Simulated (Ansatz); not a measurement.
# SnH5: the cost of one run

Program: Ansatz 0.2.0. Level of theory: DFT PBE, scalar-relativistic, plane waves, PAW. These are calculated values, not measurements.

## Step 1: The system as given

The structure is tetragonal, space group I4/mmm (No. 139). The conventional cell has a = 5.006 Å, b = 5.006 Å, c = 5.530 Å, α = 90.00°, β = 90.00°, γ = 90.00°. Sn (site symmetry 4/mmm) has 2 H at 1.48 Å in its first shell of neighbours. H (site symmetry -4m2) has 10 H at 2.50 to 2.86 Å and 4 Sn at 2.86 Å in its first shell of neighbours. H (site symmetry 4/mmm) has 2 H at 1.28 Å in its first shell of neighbours. Around H (site symmetry 4mm) lie 1 H at 1.28 Å and 1 Sn at 1.48 Å.

Coordinates:

```xyz
6
Lattice="-2.5028 2.5028 2.7652 2.5028 -2.5028 2.7652 2.5028 2.5028 -2.7652" Properties=species:S:1:pos:R:3 pbc="T T T"
Sn    0.0000    0.0000    2.7652
H     0.0000    2.5028    1.3826
H     2.5028    0.0000    1.3826
H     0.0000    0.0000    0.0000
H     0.0000    0.0000    4.2486
H     0.0000    0.0000    1.2819
```

Recipe of the guess: random cell by space group and Wyckoff sites (I4/mmm, No. 139). The dimensions are guesses.

## Step 2: Probe: one point on a coarse mesh

input.yaml

```yaml
crystal:
  lattice:
    - [-2.50277826, 2.50277826, 2.76524583]
    - [2.50277826, -2.50277826, 2.76524583]
    - [2.50277826, 2.50277826, -2.76524583]
  atoms:
    - { symbol: Sn, position: [0.5, 0.5, 0.0] }
    - { symbol: H, position: [0.75, 0.25, 0.5] }
    - { symbol: H, position: [0.25, 0.75, 0.5] }
    - { symbol: H, position: [0.0, 0.0, 0.0] }
    - { symbol: H, position: [0.76821719, 0.76821719, 0.0] }
    - { symbol: H, position: [0.23178281, 0.23178281, 0.0] }
basis:
  ecutwfc: 420
kpoints:
  mp_grid: { grid: [6, 6, 6] }
hamiltonian:
  xc: pbe
scf:
  occupations: { method: gaussian, width: 0.1 }
  lower_state_search: "off"
output:
  forces: true
  stress: true
  eigenvalues: true
```

Run with:

```console
> ansatz run input.yaml --threads 1 --pin off --max-ram 2560MiB --backend cpu --events-out ev --progress --plain --runs-dir out
```

What time and memory should one allow on 1 thread of Intel Xeon at 2.50GHz (Skylake/Cascade Lake), shared host?

About 3.7 s, with a peak of 0.36 GiB.
